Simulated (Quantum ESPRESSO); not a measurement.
## I: Wannier functions under several settings

```
CELL_PARAMETERS angstrom
3.63503 -2.39502 0.00000
3.63503 2.39502 0.00000
0.00000 0.00000 9.79344
ATOMIC_POSITIONS crystal
I 0.64930 0.35070 0.38440
I 0.14930 0.85070 0.11560
I 0.35070 0.64930 0.61560
I 0.85070 0.14930 0.88440
```

All runs used Quantum ESPRESSO 7.5; potentials PseudoDojo 0.4.1 SR LDA standard; k mesh 6 × 6 × 2; given cell; no spin polarisation; cutoff 952 eV; occupations fermi-dirac, width 0.05 eV.

```csv
level,start,Wannier mesh,spread a function (Å²),RMS miss of the bands (meV)
LDA,atomic projections with disentanglement,4 × 4 × 2,?,?
LDA,"atomic projections with disentanglement, not minimised",4 × 4 × 2,1.82,5
LDA,SCDM with an erfc weight,4 × 4 × 2,1.50,40
```

Q: What stands in the row left open?

A: Spread a function 1.51 Å²; RMS miss of the bands 6 meV.

Caveats: the Wannier minimisation didn't converge (some runs).

For the row left open. Caveat: the Wannier minimisation didn't converge.
